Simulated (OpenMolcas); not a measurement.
# W²⁺: CASSCF and CASPT2 terms and fine-structure levels

Aim: the low terms and levels of W²⁺, with their order and spacing, then second-order correlation.

The numbers are computed with OpenMolcas 26.06 (state-averaged CASSCF and CASPT2, spin-orbit coupling by RASSI with atomic mean-field integrals), except any that are marked as measured or tabulated.

2 further runs of the same task are left out: 2 that didn't finish.

**1. The atom as given**

```
Species                           : W²⁺ (tungsten, Z = 74, 72 electrons)
Basis                             : ANO-RCC-VDZP [7s6p4d2f1g], 68 functions
Scalar Hamiltonian                : DKH2, point nucleus
Inactive shells                   : 1s 2s 2p 3s 3p 3d 4s 4p 4d 4f 5s 5p
Active space                      : 4 electrons in 6 orbitals (5d 6s)
Some configurations of this space : 5d2 6s2, 5d3 6s, 5d4
Orbitals                          : optimised for each spin and parity, averaged over the low roots
```

The outer shells:

5d2 6s2
```
5d [↑ ][↑ ][  ][  ][  ]
6s [↑↓]
```

5d3 6s
```
5d [↑ ][↑ ][↑ ][  ][  ]
6s [↑ ]
```

5d4
```
5d [↑ ][↑ ][↑ ][↑ ][  ]
```

The work runs as a chain of OpenMolcas steps in one folder; each step below is one input file. Labels, J, g values, rates, χT and fits are worked out afterwards by a script from the matrices that RASSI stores.

**2. Basis and integrals**

Input file a.inp:

```
&GATEWAY
Coord
1

W 0.0 0.0 0.0
Basis=ANO-RCC-VDZP
Group=XYZ
NoMove
AngMom=0.0 0.0 0.0
AMFI
&SEWARD
```

The run is started by

```console
> OMP_NUM_THREADS=1 MOLCAS_MEM=1689 MOLCAS_PROJECT=a pymolcas a.inp > a.log
```

**3. Reference wave functions, quintets of even parity, 15 roots**

Input file a.inp:

```
&RASSCF
FileOrb=start.orb
Symmetry=1
Spin=5
nActEl=4 0 0
Inactive=15 19
Ras2=6 0
CIRoot=15 15 1
SDav=15
CIMx=300
Iter=120 100
PrWF=0.3
OrbListing=Nothing
MaxOrb=0
Atom
>>> COPY $Project.JobIph JOB001
```

start.orb holds the contracted functions of the basis, ordered by shell, or the orbitals of the step before.

**4. Reference wave functions, triplets of even parity, 105 roots**

Input file a.inp:

```
&RASSCF
FileOrb=start.orb
Symmetry=1
Spin=3
nActEl=4 0 0
Inactive=15 19
Ras2=6 0
CIRoot=105 105 1
SDav=105
CIMx=300
Iter=120 100
PrWF=0.3
OrbListing=Nothing
MaxOrb=0
Atom
>>> COPY $Project.JobIph JOB002
```

**5. CASSCF: singlets of even parity, 104 roots**

Input file a.inp:

```
&RASSCF
FileOrb=start.orb
Symmetry=1
Spin=1
nActEl=4 0 0
Inactive=15 19
Ras2=6 0
CIRoot=104 104 1
SDav=105
CIMx=300
Iter=120 100
PrWF=0.3
OrbListing=Nothing
MaxOrb=0
Atom
>>> COPY $Project.JobIph JOB003
```

**6. RASSI: spin-orbit coupling between the states**

Input file a.inp:

```
&RASSI
NrOfJobIphs=3 15 95 84
1 2 3 4 5 6 7 8 9 10 11 12 13 14 15
1 2 3 4 5 6 7 8 9 10 11 12 13 14 15 16 17 18 19 20 21 22 23 24 25 26 27
28 29 30 31 32 33 34 35 36 37 38 39 40 41 42 43 44 45 46 47 48 49 50 51
52 53 54 55 56 57 58 59 60 61 62 63 64 65 66 67 68 69 70 71 72 73 74 75
76 77 78 79 80 81 82 83 84 85 86 87 88 89 90 91 92 93 94 95
1 2 3 4 5 6 7 8 9 10 11 12 13 14 15 16 17 18 19 20 21 22 23 24 25 26 27
28 29 30 31 32 33 34 35 36 37 38 39 40 41 42 43 44 45 46 47 48 49 50 51
52 53 54 55 56 57 58 59 60 61 62 63 64 65 66 67 68 69 70 71 72 73 74 75
76 77 78 79 80 81 82 83 84
IphNames
JOB001
JOB002
JOB003
EJob
SpinOrbit
DIPRint=1.0
SOCoupling=1000.0
Subsets=2
Property=9
'ANGMOM' 1 'ANGMOM' 2 'ANGMOM' 3 'MLTPL  1' 1 'MLTPL  1' 2 'MLTPL  1' 3
'AMFI' 1 'AMFI' 2 'AMFI' 3
SOProperty=3
'ANGMOM' 1 'ANGMOM' 2 'ANGMOM' 3
```

**7. CASPT2: IPEA 0.25, imaginary shift 0.1 (closed shells correlated: 5s 5p)**

Input file a.inp:

```
>>> COPY JOB001 $Project.JobIph
&CASPT2
Multistate=15 1 2 3 4 5 6 7 8 9 10 11 12 13 14 15
Frozen=14 16
IPEA=0.25
Imaginary=0.1
MaxIter=60
WThr=0.0 0.3 0.05
PrWF=0.5
NoMix
>>> COPY JOB002 $Project.JobIph
&CASPT2
Multistate=95 1 2 3 4 5 6 7 8 9 10 11 12 13 14 15 16 17 18 19 20 21 22
23 24 25 26 27 28 29 30 31 32 33 34 35 36 37 38 39 40 41 42 43 44 45 46
47 48 49 50 51 52 53 54 55 56 57 58 59 60 61 62 63 64 65 66 67 68 69 70
71 72 73 74 75 76 77 78 79 80 81 82 83 84 85 86 87 88 89 90 91 92 93 94
95
NoMult
Frozen=14 16
IPEA=0.25
Imaginary=0.1
MaxIter=60
WThr=0.0 0.3 0.05
PrWF=0.5
NoMix
>>> COPY JOB003 $Project.JobIph
&CASPT2
Multistate=84 1 2 3 4 5 6 7 8 9 10 11 12 13 14 15 16 17 18 19 20 21 22
23 24 25 26 27 28 29 30 31 32 33 34 35 36 37 38 39 40 41 42 43 44 45 46
47 48 49 50 51 52 53 54 55 56 57 58 59 60 61 62 63 64 65 66 67 68 69 70
71 72 73 74 75 76 77 78 79 80 81 82 83 84
NoMult
Frozen=14 16
IPEA=0.25
Imaginary=0.1
MaxIter=60
WThr=0.0 0.3 0.05
PrWF=0.5
NoMix
```

(Steps that only read results are left out.)

**Question.** What will these runs give? Wanted: lowest level; first excited level; lowest level of another term; spin-orbit lowering of the lowest level; strongest of the lines computed, by gA.

**Answer**, as computed:

| quantity | value |
| --- | --- |
| method | SS-CASPT2, IPEA 0.25, imaginary shift 0.1 (closed shells correlated: 5s 5p) |
| lowest level | 5d4 5D0, 62 % of that term |
| ground level listed by NIST | 5D0 |
| first excited level | 5d4 5D1 at 2870 cm-1 |
| lowest level of another term | 5d3 6s 5F1 at 11590 cm-1 |
| spin-orbit lowering of the lowest level | 9116 cm-1 |
| strongest of the lines computed, by gA (one parity, so forbidden lines), at CASSCF energies | 5d3 6s 3G4 → 5d4 3F4(1), 701.2 nm, A = 7.01e+00 s⁻¹ |

What each method costs and misses:

```csv
method,time of its own steps,time with the reference,mean absolute difference from the measured levels (cm-1)
A. CASSCF,94 s,94 s,1400
"B. SS-CASPT2, IPEA 0.25, imaginary shift 0.1, +5s 5p",32 s,2.1 min,1300
```

Times are of one thread on a shared host.

In words: The multiplet 5D is regular; its intervals divided by the larger J differ by 187 % of their mean, where Landé's rule for pure LS coupling makes them equal. Second-order correlation (method B) scales the levels of the lowest configuration above 5000 cm⁻¹ by 0.93 to 1.09. Method B lies closest to the measured levels (1300 cm⁻¹ on average) and A farthest (1400). Only the configurations of the active space and the roots asked for are present. The lowest level holds only 62 % of its leading term, so the LS label is a loose one. Not all states of the active space went into the spin-orbit step. Measured levels are paired by their LS label, which is uncertain where the leading share is low. CASPT2 does not keep the components of a term degenerate, and the means are used. Configurations with different d counts are hard to place against each other, and can be off by thousands to tens of thousands of cm-1. Only valence configurations of the active space appear, up to the ionisation limit; * or ° marks odd parity.
